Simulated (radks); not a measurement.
# Polarisabilities and dispersion coefficients of K, Ca⁺, Sc²⁺ and others

An exercise on one series of results from a longer session: the logs are not shown, and one member is left open.

Program: radks (a radial shooting solver on a logarithmic mesh, Libxc functionals) version 1. Level of theory: non-relativistic Kohn-Sham, LDA (Slater exchange, VWN5 correlation), spin-polarised, spherical densities, point nucleus; open shells are filled with parallel spins first. These are calculated values, not measurements, unless marked.

**What is computed**

```
species : K ([Ar] 4s1), Ca⁺ ([Ar] 4s1), Sc²⁺ ([Ar] 3d1), Ti³⁺ ([Ar] 3d1), V⁴⁺ ([Ar] 3d1), Cr⁵⁺ ([Ar] 3d1), Mn⁶⁺ ([Ar] 3d1), Fe⁷⁺ ([Ar] 3d1), Co⁸⁺ ([Ar] 3d1)
```

The first run:

Settings of this run:

```text
Z 19
configuration [Ar] 4s1
relativity non-relativistic
functional lda,vwn5
spin polarised
nucleus point
response adiabatic LDA kernel
```

Steps of the session up to this table: K, [Ar] 4s1; Ca⁺, [Ar] 4s1; Sc²⁺, [Ar] 3d1; Ti³⁺, [Ar] 3d1; V⁴⁺, [Ar] 3d1; Cr⁵⁺, [Ar] 3d1; Mn⁶⁺, [Ar] 3d1; Fe⁷⁺, [Ar] 3d1; Co⁸⁺, [Ar] 3d1.

One table of the session follows, with a row left open; its other results are not shown here.

| species | −ε(HOMO) (eV) | α (bohr³) | α uncoupled (bohr³) | C6 (hartree bohr⁶) |
| --- | --- | --- | --- | --- |
| K | 2.618 | 259.4 | 301.5 | 3299 |
| Ca⁺ | 9.461 | 69.02 | 86.33 | 474.5 |
| Sc²⁺ | 18.619 | 4.942 | 6.483 | 14.67 |
| Ti³⁺ | 35.594 | 2.306 | 3.303 | 5.994 |
| V⁴⁺ | ? | ? | ? | ? |
| Cr⁵⁺ | 80.376 | 1.007 | 1.513 | 1.836 |
| Mn⁶⁺ | 107.79 | 0.7426 | 1.125 | 1.151 |
| Fe⁷⁺ | 138.43 | 0.5682 | 0.8654 | 0.7574 |
| Co⁸⁺ | 172.26 | 0.4466 | 0.6821 | 0.5173 |

**Question.** Estimate the row for V⁴⁺.

The run gave: −ε(HOMO) (eV): 56.269; α (bohr³): 1.444; α uncoupled (bohr³): 2.138; C6 (hartree bohr⁶): 3.138. In the column «−ε(HOMO) (eV)» it lies between Ti³⁺ (35.594) and Cr⁵⁺ (80.376).

What this shows: Uncoupled leaves out the potential induced by the response; K is the most polarisable and Co⁸⁺ the least, a factor 581 apart. C8 is given only where no p, d or f shell is open. For heavy and open-shell atoms this level can miss by tens of per cent.
